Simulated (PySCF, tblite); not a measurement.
# 2-methyl-1,5-hexadiene (C7H12): a rotation path, then NMR shifts on frames, part 2 of 2

tblite 0.8.0 and PySCF 2.14.0. Atoms count from 0. The steps go on from the part before.

**5. NMR shieldings: image 4, PBE0/pcSseg-1**

What the job is given:

```
{"job": {"kind": "nmr", "xc": "PBE0", "basis": "pcSseg-1", "pop": false}, "charge": 0, "multiplicity": 1}
C      3.286100     0.052200    -0.622900
C      2.054400    -0.390300    -0.451600
C      0.946800     0.399300     0.166500
C     -0.300600     0.459600    -0.748000
C     -1.507500    -0.179600    -0.120100
C     -2.048200    -1.290700    -0.594100
C     -2.063300     0.516000     1.085700
H      4.059500    -0.555400    -1.060800
H      3.578800     1.044500    -0.319900
H      1.784900    -1.393100    -0.756600
H      1.302200     1.403900     0.397200
H      0.679800    -0.080500     1.111800
H     -0.531600     1.504000    -0.972700
H     -0.077700    -0.040000    -1.692300
H     -2.911400    -1.741300    -0.133300
H     -1.657800    -1.793900    -1.462200
H     -2.242100     1.567300     0.866600
H     -1.362500     0.466900     1.918800
H     -2.999600     0.060300     1.395900
```

Level: GIAO PBE0/pcSseg-1 NMR shielding, non-relativistic, gas phase.

The program printed:

```text
coarse grid: 15048 points
cycle   1  E = -273.4439827880  dE =  6.742e-01  |g| = 4.457e-01  |ddm| = 3.745e+00
cycle   2  E = -273.4472179320  dE = -3.235e-03  |g| = 4.436e-01  |ddm| = 8.037e-01
cycle   3  E = -273.5001106580  dE = -5.289e-02  |g| = 1.908e-02  |ddm| = 4.081e-01
cycle   4  E = -273.5001329343  dE = -2.228e-05  |g| = 1.683e-02  |ddm| = 3.267e-02
cycle   5  E = -273.5001988061  dE = -6.587e-05  |g| = 5.484e-03  |ddm| = 1.817e-02
cycle   6  E = -273.5002060269  dE = -7.221e-06  |g| = 8.714e-04  |ddm| = 5.137e-03
final grid: 142920 points
cycle   7  E = -273.5438408789  dE = -4.595e-05  |g| = 8.817e-03  |ddm| = 3.439e-02
cycle   8  E = -273.5438366548  dE =  4.224e-06  |g| = 9.702e-03  |ddm| = 1.683e-02
cycle   9  E = -273.5438613959  dE = -2.474e-05  |g| = 1.606e-03  |ddm| = 9.417e-03
cycle  10  E = -273.5438620509  dE = -6.550e-07  |g| = 1.945e-04  |ddm| = 1.463e-03
cycle  11  E = -273.5438620600  dE = -9.142e-09  |g| = 3.934e-05  |ddm| = 1.791e-04
cycle  12  E = -273.5438620603  dE = -3.208e-10  |g| = 1.492e-05  |ddm| = 5.053e-05
converged SCF energy = -273.5438620603

GIAO shielding tensors (ppm)
atom      isotropic    diamagn.    paramagn.     s11        s22        s33       span
  0 C       67.532     252.524    -184.992    -41.877     87.798    156.676    198.553
  1 C       37.772     256.238    -218.467    -86.707     44.950    155.071    241.778
  2 C      149.652     249.013     -99.362    140.137    144.094    164.724     24.587
  3 C      145.815     248.449    -102.634    129.412    140.122    167.910     38.498
  4 C       30.815     261.401    -230.586    -94.899     26.402    160.941    255.840
  5 C       70.434     252.523    -182.089    -27.439     98.870    139.872    167.311
  6 C      162.526     246.336     -83.810    143.268    157.151    187.159     43.891
  7 H       26.551      28.375      -1.823     23.678     25.356     30.620      6.942
  8 H       26.450      30.966      -4.517     23.187     25.641     30.521      7.334
  9 H       25.538      32.594      -7.057     22.956     24.213     29.443      6.487
 10 H       29.510      33.688      -4.178     25.536     29.122     33.872      8.336
 11 H       29.687      33.197      -3.511     24.997     30.640     33.422      8.425
 12 H       29.334      32.428      -3.094     26.025     28.483     33.494      7.469
 13 H       29.766      34.057      -4.291     26.050     30.202     33.048      6.997
 14 H       26.722      30.796      -4.074     24.080     25.177     30.910      6.831
 15 H       26.677      32.464      -5.787     23.605     25.382     31.042      7.437
 16 H       30.196      29.212       0.984     26.249     28.662     35.677      9.428
 17 H       29.585      30.335      -0.749     25.433     29.482     33.842      8.409
 18 H       29.887      29.389       0.497     25.863     28.564     35.233      9.370
```

Wall time 21 s (1 thread of Arm Neoverse V1, shared host); peak memory 0.82 GiB.

Key values: δ C4 156.1, C1 149.2, C0 119.4, C5 116.5, H9 6.18, H8 5.27 ppm.

**6. NMR shieldings: image 6, PBE0/pcSseg-1**

What the job is given:

```
{"job": {"kind": "nmr", "xc": "PBE0", "basis": "pcSseg-1", "pop": false}, "charge": 0, "multiplicity": 1}
C      3.321300     0.338400    -0.546400
C      2.174700    -0.314000    -0.587900
C      0.940600     0.067300     0.164000
C     -0.277300     0.214600    -0.772200
C     -1.560900    -0.186600    -0.100900
C     -2.244500    -1.258300    -0.470400
C     -2.010100     0.690700     1.026800
H      4.187800     0.008200    -1.093800
H      3.448600     1.228200     0.048000
H      2.081200    -1.210100    -1.188400
H      1.114200     0.993600     0.712300
H      0.732500    -0.721500     0.894000
H     -0.349800     1.253800    -1.104000
H     -0.126000    -0.409600    -1.654300
H     -3.159500    -1.544300     0.021000
H     -1.925900    -1.892200    -1.280500
H     -2.031900     1.731200     0.707000
H     -1.321800     0.612600     1.868100
H     -3.003000     0.407400     1.365300
```

Method: GIAO PBE0/pcSseg-1 NMR shielding, non-relativistic, gas phase.

The program printed:

```text
coarse grid: 15048 points
cycle   1  E = -273.4459437499  dE =  6.727e-01  |g| = 4.450e-01  |ddm| = 3.754e+00
cycle   2  E = -273.4496949153  dE = -3.751e-03  |g| = 4.410e-01  |ddm| = 7.980e-01
cycle   3  E = -273.5019122539  dE = -5.222e-02  |g| = 1.732e-02  |ddm| = 4.023e-01
cycle   4  E = -273.5019358519  dE = -2.360e-05  |g| = 1.460e-02  |ddm| = 2.809e-02
cycle   5  E = -273.5019832430  dE = -4.739e-05  |g| = 5.443e-03  |ddm| = 1.595e-02
cycle   6  E = -273.5019904760  dE = -7.233e-06  |g| = 8.564e-04  |ddm| = 5.163e-03
final grid: 142920 points
cycle   7  E = -273.5461543973  dE = -4.763e-05  |g| = 8.954e-03  |ddm| = 3.547e-02
cycle   8  E = -273.5461510208  dE =  3.376e-06  |g| = 9.659e-03  |ddm| = 1.683e-02
cycle   9  E = -273.5461756316  dE = -2.461e-05  |g| = 1.456e-03  |ddm| = 9.245e-03
cycle  10  E = -273.5461761707  dE = -5.392e-07  |g| = 2.096e-04  |ddm| = 1.363e-03
cycle  11  E = -273.5461761811  dE = -1.042e-08  |g| = 4.730e-05  |ddm| = 1.765e-04
cycle  12  E = -273.5461761816  dE = -4.873e-10  |g| = 1.564e-05  |ddm| = 5.781e-05
converged SCF energy = -273.5461761816

GIAO shielding tensors (ppm)
atom      isotropic    diamagn.    paramagn.     s11        s22        s33       span
  0 C       66.762     252.490    -185.728    -43.715     86.985    157.018    200.733
  1 C       37.617     255.966    -218.349    -83.737     47.514    149.073    232.810
  2 C      146.630     249.588    -102.958    131.735    145.374    162.781     31.046
  3 C      144.039     248.938    -104.899    126.194    137.091    168.831     42.636
  4 C       29.766     261.494    -231.728    -96.496     24.162    161.632    258.129
  5 C       71.264     252.089    -180.825    -26.704    100.187    140.309    167.013
  6 C      162.097     246.747     -84.650    144.320    155.304    186.668     42.348
  7 H       26.527      27.832      -1.304     23.649     25.357     30.576      6.927
  8 H       26.398      31.241      -4.843     23.196     25.592     30.407      7.211
  9 H       25.612      31.791      -6.179     23.249     24.477     29.111      5.862
 10 H       29.353      34.097      -4.744     25.447     29.656     32.956      7.509
 11 H       29.776      33.182      -3.406     25.607     30.597     33.125      7.519
 12 H       29.461      32.610      -3.149     26.896     28.349     33.137      6.241
 13 H       29.703      34.462      -4.759     25.511     30.401     33.197      7.685
 14 H       26.751      30.637      -3.886     24.149     25.201     30.902      6.753
 15 H       26.675      32.352      -5.677     23.717     25.235     31.072      7.354
 16 H       30.128      29.574       0.554     26.284     28.709     35.391      9.107
 17 H       29.697      30.581      -0.884     25.592     29.493     34.006      8.414
 18 H       29.867      29.493       0.374     25.870     28.544     35.187      9.316
```

Run time: 23 s. Hardware: 1 thread of Arm Neoverse V1, shared host; peak memory 0.84 GiB.

In short: δ C4 157.2, C1 149.3, C0 120.2, C5 115.7, H9 6.10, H8 5.32 ppm.

**7. Nuclear shieldings: image 8, PBE0/pcSseg-1**

What the job is given:

```
{"job": {"kind": "nmr", "xc": "PBE0", "basis": "pcSseg-1", "pop": false}, "charge": 0, "multiplicity": 1}
C      3.194900     0.622200    -0.409400
C      2.230900    -0.241400    -0.666400
C      0.948800    -0.330300     0.096200
C     -0.254500    -0.026300    -0.813200
C     -1.559100    -0.183100    -0.083100
C     -2.368900    -1.204100    -0.312700
C     -1.876700     0.871000     0.933800
H      4.103000     0.657300    -0.987200
H      3.117900     1.330100     0.400200
H      2.329900    -0.941200    -1.486700
H      0.969600     0.370000     0.932200
H      0.833600    -1.342000     0.496100
H     -0.160300     0.996900    -1.185800
H     -0.229800    -0.703500    -1.669300
H     -3.299200    -1.323600     0.216500
H     -2.137000    -1.963900    -1.039800
H     -1.730100     1.864200     0.512100
H     -1.218900     0.774900     1.797100
H     -2.903900     0.782000     1.277000
```

Level: GIAO PBE0/pcSseg-1 NMR shielding, non-relativistic, gas phase.

The program printed:

```text
coarse grid: 15048 points
cycle   1  E = -273.4489873231  dE =  6.751e-01  |g| = 4.445e-01  |ddm| = 3.761e+00
cycle   2  E = -273.4528418126  dE = -3.854e-03  |g| = 4.401e-01  |ddm| = 7.963e-01
cycle   3  E = -273.5048140023  dE = -5.197e-02  |g| = 1.649e-02  |ddm| = 4.016e-01
cycle   4  E = -273.5048537298  dE = -3.973e-05  |g| = 1.097e-02  |ddm| = 2.652e-02
cycle   5  E = -273.5048770745  dE = -2.334e-05  |g| = 5.248e-03  |ddm| = 1.281e-02
cycle   6  E = -273.5048837615  dE = -6.687e-06  |g| = 9.600e-04  |ddm| = 4.873e-03
final grid: 142920 points
cycle   7  E = -273.5482951954  dE = -4.171e-05  |g| = 8.865e-03  |ddm| = 3.312e-02
cycle   8  E = -273.5482884743  dE =  6.721e-06  |g| = 1.022e-02  |ddm| = 1.717e-02
cycle   9  E = -273.5483156918  dE = -2.722e-05  |g| = 1.868e-03  |ddm| = 9.932e-03
cycle  10  E = -273.5483165792  dE = -8.874e-07  |g| = 1.487e-04  |ddm| = 1.592e-03
cycle  11  E = -273.5483165841  dE = -4.904e-09  |g| = 5.122e-05  |ddm| = 1.482e-04
cycle  12  E = -273.5483165847  dE = -5.870e-10  |g| = 1.479e-05  |ddm| = 5.655e-05
converged SCF energy = -273.5483165847

GIAO shielding tensors (ppm)
atom      isotropic    diamagn.    paramagn.     s11        s22        s33       span
  0 C       66.157     253.247    -187.090    -44.721     86.795    156.398    201.119
  1 C       38.450     256.132    -217.682    -85.198     45.676    154.872    240.071
  2 C      145.080     249.442    -104.362    127.739    144.713    162.787     35.048
  3 C      141.196     250.035    -108.839    126.925    131.049    165.614     38.689
  4 C       31.473     260.842    -229.369    -93.957     27.595    160.782    254.739
  5 C       70.192     251.969    -181.778    -30.768     99.282    142.061    172.830
  6 C      162.031     246.965     -84.934    143.121    155.876    187.095     43.974
  7 H       26.483      27.687      -1.203     23.702     25.349     30.399      6.696
  8 H       26.317      31.789      -5.472     23.098     25.544     30.307      7.209
  9 H       25.521      31.015      -5.494     23.038     24.852     28.672      5.633
 10 H       29.409      34.471      -5.063     25.169     30.871     32.185      7.017
 11 H       29.667      32.774      -3.106     26.121     29.397     33.484      7.363
 12 H       29.849      33.271      -3.422     27.114     29.420     33.013      5.898
 13 H       29.425      34.311      -4.886     25.490     29.714     33.070      7.579
 14 H       26.684      30.632      -3.948     23.953     25.205     30.894      6.942
 15 H       26.623      32.275      -5.651     23.571     25.191     31.108      7.537
 16 H       30.122      30.010       0.111     26.272     28.904     35.189      8.917
 17 H       29.534      30.760      -1.226     25.317     29.188     34.097      8.780
 18 H       29.805      29.567       0.238     25.839     28.501     35.074      9.235
```

It took 23 s on 1 thread of Arm Neoverse V1, shared host; peak memory 0.84 GiB.

Key values: δ C4 155.5, C1 148.5, C0 120.8, C5 116.7, H9 6.20, H8 5.40 ppm.

**8. Run by run: NMR shifts**

Shifts (ppm) of some atoms, chosen among heavy atoms and hydrogens apart, with basis size and wall time:

| frame | C4 | C1 | C5 | C3 | C2 | H11 | H12 | functions | time |
| --- | --- | --- | --- | --- | --- | --- | --- | --- | --- |
| image 0 | 152.4 | 146.7 | 119.8 | 43.8 | 35.6 | 2.45 | 2.33 | 179 | 23 s |
| image 2 | 153.7 | 147.7 | 118.6 | 42.4 | 35.9 | 2.32 | 2.37 | 179 | 24 s |
| image 4 | 156.1 | 149.2 | 116.5 | 41.1 | 37.3 | 2.03 | 2.38 | 179 | 21 s |
| image 6 | 157.2 | 149.3 | 115.7 | 42.9 | 40.3 | 1.94 | 2.26 | 179 | 23 s |
| image 8 | 155.5 | 148.5 | 116.7 | 45.7 | 41.8 | 2.05 | 1.87 | 179 | 23 s |

**9. What came out**

This closing draws on all 2 parts.

| quantity | value |
| --- | --- |
| barrier | 0.104 eV (2.4 kcal/mol) at image 4 |
| end to end (GFN2-xTB) | 0.001 eV |
| ¹³C shifts against TMS (PBE0/pcSseg-1, image 0) | 152.4, 146.7, 120.5, 119.8, 43.8, 35.6, 23.8 ppm |
| ¹H shifts against TMS (PBE0/pcSseg-1, image 0) | 6.27, 5.37, 5.24, 5.19, 5.10, 2.45, 2.33, 2.13, 2.12, 1.99, 1.94, 1.59 ppm |
| range of the shift of C2 | 35.6 to 41.8 ppm |

What this shows: Along the band the dihedral turns by 116°, and the top (dihedral 118°) lies 2.4 kcal/mol above the start (GFN2-xTB, rough), so at room temperature this motion is fast. The top was not checked by a frequency run. Shifts at one fixed geometry are not the observed spectrum, which averages over the motion. In ppm, C2 moves most: its shift spreads over 6.2 ppm, from 35.6 (image 0) to 41.8 (image 8).
